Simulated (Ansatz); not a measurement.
# Zr3N2: the cost of one run

Computed with Ansatz 0.2.0 (DFT PBEsol, scalar-relativistic, plane waves, PAW, unless a step's input says otherwise).

5 further runs of the same task are left out: 2 that didn't finish, 3 set aside as unsound or not needed.

## 1. The starting structure

Symmetry: R-3c, No. 167, trigonal system. Conventional cell: a = 5.599 Å, b = 5.599 Å, c = 15.581 Å, α = 90.00°, β = 90.00°, γ = 120.00°. Around Zr (site symmetry 2) lie 4 N at 2.25 to 2.28 Å. N (site symmetry 3) is surrounded by 6 Zr at 2.25 to 2.28 Å.

Structure file:

```xyz
10
Lattice="2.7995 1.6163 5.1937 -2.7995 1.6163 5.1937 0.0000 -3.2325 5.1937" Properties=species:S:1:pos:R:3 pbc="T T T"
Zr    0.9797   -1.6163    6.4921
Zr   -1.8896   -0.0403    6.4921
Zr    0.9099    1.6566    6.4921
Zr   -0.9099   -1.6566    9.0889
Zr    1.8896    0.0403    9.0889
Zr   -0.9797    1.6163    9.0889
N     0.0000    0.0000    5.2768
N     0.0000    0.0000    2.5137
N     0.0000    0.0000   13.0673
N     0.0000    0.0000   10.3042
```

It goes back to an entry of the Materials Project, which need not be the stable form.

This cell was relaxed beforehand with the same method: volume 14.10 Å³/atom, gap on the mesh none (metal).

The unstrained cell was computed beforehand with the same settings: E(σ→0) = -26301.5572 eV for 10 atoms, gap none (metal).

## 2. At -2.0 %

Contents of input.yaml:

```yaml
crystal:
  lattice:
    - [2.7434798533, 1.5839488318, 5.0897973735]
    - [-2.7434798533, 1.5839488318, 5.0897973735]
    - [0.0, -3.1678976637, 5.0897973735]
  atoms:
    - { symbol: Zr, position: [0.4249855954, 0.0750144046, 0.75] }
    - { symbol: Zr, position: [0.0750144046, 0.75, 0.4249855954] }
    - { symbol: Zr, position: [0.75, 0.4249855954, 0.0750144046] }
    - { symbol: Zr, position: [0.25, 0.5750144046, 0.9249855954] }
    - { symbol: Zr, position: [0.9249855954, 0.25, 0.5750144046] }
    - { symbol: Zr, position: [0.5750144046, 0.9249855954, 0.25] }
    - { symbol: "N", position: [0.3386685656, 0.3386685656, 0.3386685656] }
    - { symbol: "N", position: [0.1613314344, 0.1613314344, 0.1613314344] }
    - { symbol: "N", position: [0.8386685656, 0.8386685656, 0.8386685656] }
    - { symbol: "N", position: [0.6613314344, 0.6613314344, 0.6613314344] }
basis:
  ecutwfc: 420
kpoints:
  mp_grid: { grid: [12, 12, 12] }
hamiltonian:
  xc: pbesol
scf:
  occupations: { method: gaussian, width: 0.1 }
output:
  forces: true
  stress: true
  eigenvalues: true
  write_density: true
  write_potential: true
  elf: true
  volumetric_format: npy
relax:
  adjacent_minimum: "off"
  f_tol: 0.008
  max_steps: 40
```

On the command line:

```bash
$ ansatz run input.yaml --threads 2 --pin off --max-ram 5120MiB --backend cpu --events-out ev --progress --plain --runs-dir out
```

Q: Estimate wall time and peak memory on 2 threads of Arm Neoverse V1, shared host.

About 3.7 min, with a peak of 1.2 GiB.
